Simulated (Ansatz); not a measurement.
Write a Python script for Ansatz 0.2.0 through its Python package that makes a comparison of functionals at one structure of ScGa, space group Cmcm. Settings (first run): LDA, norm-conserving potentials, the default cutoff (1088 eV here), 7×7×7 k-points, Fermi-Dirac smearing of 0.05 eV. The script varies functional: lda, pbesol, blyp.

```
CELL_PARAMETERS angstrom
2.01100 -5.10250 0.00000
2.01100 5.10250 0.00000
0.00000 0.00000 3.89500
ATOMIC_POSITIONS crystal
Sc 0.86200 0.13800 0.25000
Sc 0.13800 0.86200 0.75000
Ga 0.58300 0.41700 0.25000
Ga 0.41700 0.58300 0.75000
```

`scga_xc.py`
```python
import csv
import warnings

import ansatz
import numpy as np

warnings.simplefilter('ignore', ansatz.DeckWarning)

vectors = np.array([
    [2.011, -5.1025, 0.0],
    [2.011, 5.1025, 0.0],
    [0.0, 0.0, 3.895],
])
structure = (
    ansatz.Lattice.of(vectors)
    .atom('Sc', [0.862, 0.138, 0.25])
    .atom('Sc', [0.138, 0.862, 0.75])
    .atom('Ga', [0.583, 0.417, 0.25])
    .atom('Ga', [0.417, 0.583, 0.75])
)

base = (
    structure.calculation()
    .occupations('fermi_dirac', width=0.05)
    .kpoints(length=27)
    .pseudopotentials('nc')
    .accuracy('low')
    .scf(max_iterations=60, algorithm='density_mixing')
    .stress()
)

rows = []
for value in ['lda', 'pbesol', 'blyp']:
    report = base.functional(value).run(threads=1).report
    rows.append((value, report['free_energy_ev'] / len(report['lattice']['sites']), report['n_iterations'], sum(report['stress_gpa'][i][i] for i in range(3)) / 3, report['n_kpoints']))

with open('xc.csv', 'w', newline='') as handle:
    writer = csv.writer(handle)
    writer.writerow(['functional', 'F/atom (eV)', 'iterations', 'P (GPa)', 'k-points'])
    writer.writerows([round(v, 5) if isinstance(v, float) else v for v in row] for row in rows)
print(open('xc.csv').read())
```

```console
$ python scga_xc.py
functional,F/atom (eV),iterations,P (GPa),k-points
lda,-1697.65137,8,-5.36442,64
pbesol,-1696.96156,8,-2.32449,64
blyp,-1696.79741,8,3.30712,64
```

From lowest to highest: LDA (-5.4 GPa), PBEsol (-2.3 GPa) and BLYP (3.3 GPa). At a fixed cell a lower pressure usually means a smaller equilibrium volume, so LDA prefers the smallest cell and BLYP the largest.

Reading the output:
- Such functionals run on norm-conserving files made under PBE, which can move pressures by some GPa.
- BLYP can be off by several per cent in the lattices of metals, and by several GPa in the pressure at a fixed cell.
- For a metal this k-point mesh is coarse: on a finer one energies can move by several to tens of meV an atom and pressures by half a GPa or more, differences at one mesh by less.
- Pressure is positive in compression.
- The starting cell is as deposited in a crystallographic database; the results hold for this polymorph, which needn't be the stable one.
- Total energies of different functionals can't be compared; pressures, moments and gaps at this one structure can.
- Run time: 100 s on 1 thread of Arm Neoverse V2 (shared host), peak memory 0.72 GiB.
